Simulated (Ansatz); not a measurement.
# C8H15NO2Ti: a ladder of functionals and wavefunction methods

An exercise on one series of results from a longer session: the logs are not shown, and one member is left open.

Computed with Ansatz 0.2.0, Gaussian basis. Level: functionals in def2-TZVPP, the program's frozen cores in correlated methods.

Levels to be run: LDA (SPW92), PBE-D4, revPBE-D4, BLYP-D4, r2SCAN-D4, B97M-V, PBE0-D4, B3LYP-D4, r2SCANh-D4, r2SCAN0-D4, HSE06-D4, BHLYP-D4, CAM-B3LYP-D4, LC-ωPBE, ωB97X-V, ωB97M-V, B2PLYP, PBE-QIDH; CCSD(T)/def2-SVP; CCSD(T)/def2-TZVPP; MP2/def2-QZVPP; extrapolation to the limit; RPA on PBE.

### The geometry

The geometry comes from an earlier relaxation with PBE0-D4 in a triple-zeta def2 set; it is a stationary point, not always the lowest conformer.

SMILES `C[O][Ti]1234([OH])([N](C)C)[C@H]5[C@@H]1[C@@H]2[C@@H]3[C@H]54`, 27 atoms, charge 0, spin multiplicity 1.

Atoms are counted from 1 here; the program's logs count them from 0.

Bond lengths: C1–O2 1.395 Å, C1–H13 1.096 Å, C1–H14 1.097 Å, C1–H15 1.098 Å, O2–Ti3 1.820 Å, Ti3–O4 1.841 Å, Ti3–N5 1.904 Å, Ti3–C8 2.393 Å, Ti3–C9 2.370 Å, Ti3–C10 2.381 Å, Ti3–C11 2.416 Å, Ti3–C12 2.421 Å, O4–H16 0.961 Å, N5–C6 1.440 Å, N5–C7 1.440 Å, C6–H17 1.102 Å, C6–H18 1.100 Å, C6–H19 1.091 Å and more. Angles: O2–C1–H13 109.8°, O2–C1–H14 110.8°, O2–C1–H15 111.7°, H13–C1–H14 107.9°, H13–C1–H15 108.3°, H14–C1–H15 108.1°, C1–O2–Ti3 130.2°, O2–Ti3–O4 110.1°, O2–Ti3–N5 99.3°, O2–Ti3–C8 143.3°, O2–Ti3–C9 124.3°, O2–Ti3–C10 91.5°, O2–Ti3–C11 86.8°, O2–Ti3–C12 114.7°, O4–Ti3–N5 100.8°, O4–Ti3–C8 89.5°, O4–Ti3–C9 122.2°, O4–Ti3–C10 141.4° and more.

The first run:

Contents of in.yaml:

```yaml
crystal:
  periodic: [false, false, false]
  atoms:
    - {symbol: C, position_ang: [-0.496472, -1.159036, -2.726979]}
    - {symbol: O, position_ang: [0.335373, -1.067063, -1.611161]}
    - {symbol: Ti, position_ang: [-0.051816, -0.617536, 0.109862]}
    - {symbol: O, position_ang: [-1.497375, -1.588539, 0.706041]}
    - {symbol: N, position_ang: [-0.860325, 1.079434, -0.191069]}
    - {symbol: C, position_ang: [-1.753434, 1.674566, 0.769110]}
    - {symbol: C, position_ang: [-0.286104, 2.055169, -1.080491]}
    - {symbol: C, position_ang: [0.830008, -0.605447, 2.334487]}
    - {symbol: C, position_ang: [1.481912, 0.406494, 1.598900]}
    - {symbol: C, position_ang: [2.245696, -0.218317, 0.588865]}
    - {symbol: C, position_ang: [2.067207, -1.612567, 0.705569]}
    - {symbol: C, position_ang: [1.192288, -1.851001, 1.780543]}
    - {symbol: H, position_ang: [0.097251, -1.057861, -3.642385]}
    - {symbol: H, position_ang: [-1.000486, -2.132632, -2.758465]}
    - {symbol: H, position_ang: [-1.266054, -0.375265, -2.725858]}
    - {symbol: H, position_ang: [-2.285633, -1.566448, 0.155972]}
    - {symbol: H, position_ang: [-1.242698, 2.416528, 1.403980]}
    - {symbol: H, position_ang: [-2.579013, 2.196840, 0.264111]}
    - {symbol: H, position_ang: [-2.183198, 0.912176, 1.421365]}
    - {symbol: H, position_ang: [0.360911, 1.573969, -1.816085]}
    - {symbol: H, position_ang: [0.314170, 2.804151, -0.539054]}
    - {symbol: H, position_ang: [-1.070937, 2.602988, -1.621617]}
    - {symbol: H, position_ang: [0.132123, -0.454335, 3.144829]}
    - {symbol: H, position_ang: [1.400071, 1.470017, 1.768175]}
    - {symbol: H, position_ang: [2.828337, 0.283337, -0.169849]}
    - {symbol: H, position_ang: [2.478937, -2.357834, 0.042125]}
    - {symbol: H, position_ang: [0.809271, -2.811779, 2.089070]}
basis:
  gaussian: {orbitals: def2-TZVPP}
hamiltonian: {xc: lda}
output: {orbitals: {seedname: orbitals}}
```

Started as:

```
$ ansatz run in.yaml --threads 11 --pin off --events-out ev --progress --plain --max-ram 174080MiB --backend cuda --devices 0, --max-vram 75GiB
```

Among the steps run: LDA; PBE-D4 (GGA); revPBE-D4 (GGA); BLYP-D4 (GGA); r2SCAN-D4 (meta-GGA); B97M-V (meta-GGA); PBE0-D4 (hybrid); B3LYP-D4 (hybrid); r2SCANh-D4 (hybrid); r2SCAN0-D4 (hybrid); HSE06-D4 (hybrid); BHLYP-D4 (hybrid); CAM-B3LYP-D4 (range-separated); LC-ωPBE (range-separated); ωB97X-V (range-separated); ωB97M-V (range-separated); B2PLYP (double hybrid); PBE-QIDH (double hybrid).

One table of the session follows, with a row left open; its other results are not shown here.

It belongs to the step «Orbital energies across the functionals». 

| functional | HOMO (eV) | gap (eV) |
| --- | --- | --- |
| LDA (SPW92) | -5.13 | 2.70 |
| PBE-D4 | -4.97 | 2.78 |
| revPBE-D4 | -4.90 | 2.81 |
| BLYP-D4 | -4.85 | 2.77 |
| r2SCAN-D4 | -5.15 | 3.08 |
| B97M-V | -5.26 | 3.16 |
| PBE0-D4 | -6.09 | 4.95 |
| B3LYP-D4 | -5.91 | 4.49 |
| r2SCANh-D4 | -5.59 | 3.91 |
| r2SCAN0-D4 | -6.24 | 5.17 |
| HSE06-D4 | -5.70 | 4.18 |
| BHLYP-D4 | -7.14 | 7.19 |
| CAM-B3LYP-D4 | ? | ? |
| LC-ωPBE | -8.62 | 9.73 |
| ωB97X-V | -8.32 | 9.38 |
| ωB97M-V | -8.26 | 9.24 |

**Question.** Estimate the row for CAM-B3LYP-D4.

The run gave: HOMO (eV): -7.38; gap (eV): 7.34. In the column «HOMO (eV)» it lies between ωB97M-V (-8.26) and BHLYP-D4 (-7.14).
